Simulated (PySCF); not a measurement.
# AlZn: spin, charge, geometry and surroundings

One physical setting of the base script is moved in each run, with the edits that it forces.

Program: PySCF 2.14.0. Level of theory: each script names its method and basis. These are calculated values, not measurements.

4 further runs of the same task are left out: 4 that didn't finish.

**1. Where the work starts**

AlZn: 2 atoms, charge 0, spin multiplicity 2.

No contacts short enough for the rule that draws bonds.

**2. The base run**

File input.py:

```python
from pyscf import gto, scf
from pyscf.geomopt.geometric_solver import optimize

mol = gto.M(
    atom='Al 0 0 0; Zn 0 0 2.504',
    basis='def2-svpd',
    charge=0,
    spin=1,
    verbose=4,
)
mf = scf.UHF(mol)
mf = mf.newton()
mf.kernel()
mol_eq = optimize(mf, maxsteps=30)
print('optimised geometry (angstrom)')
print(mol_eq.tostring('raw'))
print('orbital energies (hartree):', [e[max(0, n-3):n+3].round(4) for e, n in zip(mf.mo_energy, mol.nelec)])
```

Run with:

```sh
> OMP_NUM_THREADS=1 python input.py
```

The log of this run is left out.

In short: at the starting geometry E(SCF) = -2019.341350 Eh, 3 macro-iterations, ⟨S²⟩ = 0.769, optimised bond 3.577 Å in 10 steps; the optimisation lowers the energy by 0.331 eV.

**3. Electric field -0.01 a.u.**

Run 1 changes electric field: none → -0.01 a.u.; step after the SCF: optimize → analyze.

File input.py:

```python
from pyscf import gto, scf

mol = gto.M(
    atom='Al 0 0 0; Zn 0 0 2.504',
    basis='def2-svpd',
    charge=0,
    spin=1,
    verbose=4,
)
mf = scf.UHF(mol)
field = -0.01  # electric field along z, atomic units
h = mf.get_hcore() + field*mol.intor('int1e_r')[2]
mf.get_hcore = lambda *args: h
e_nuc = mol.energy_nuc() - field*mol.atom_charges() @ mol.atom_coords()[:, 2]
mf.energy_nuc = lambda *args: e_nuc
mf = mf.newton()
mf.kernel()
mf.analyze()
print('orbital energies (hartree):', [e[max(0, n-3):n+3].round(4) for e, n in zip(mf.mo_energy, mol.nelec)])
```

Run with:

```sh
> OMP_NUM_THREADS=1 python input.py
```

**4. Quartet**

Run 2 changes spin (2S): 1 → 3.

Changes to input.py since step 2:

```diff
@@ -7,3 +7,3 @@
     charge=0,
-    spin=1,
+    spin=3,
     verbose=4,
```

**Question.** What will these runs give? Wanted: for each run, E(SCF); from base; gap, α spin; SCF dipole; after the SCF.

**Answer**, as computed:

```
                      run  E(SCF) (hartree)  from base (eV)   cycles  gap, α spin (eV)  SCF dipole (D)            after the SCF
                     base      -2019.341350               0  3 macro              6.01             n/a  bond 3.577 Å, -0.331 eV
electric field -0.01 a.u.      -2019.348754         -0.2015  5 macro              5.91            3.33                      n/a
                  quartet      -2019.306559         +0.9467  5 macro              5.81             n/a  bond 2.422 Å, -0.017 eV
```

SCF columns refer to the geometry typed in the script.

The largest comparable shift of the SCF energy, +0.947 eV, comes with the run “quartet”. The quartet solution found lies 0.95 eV above the base doublet at this geometry and level.
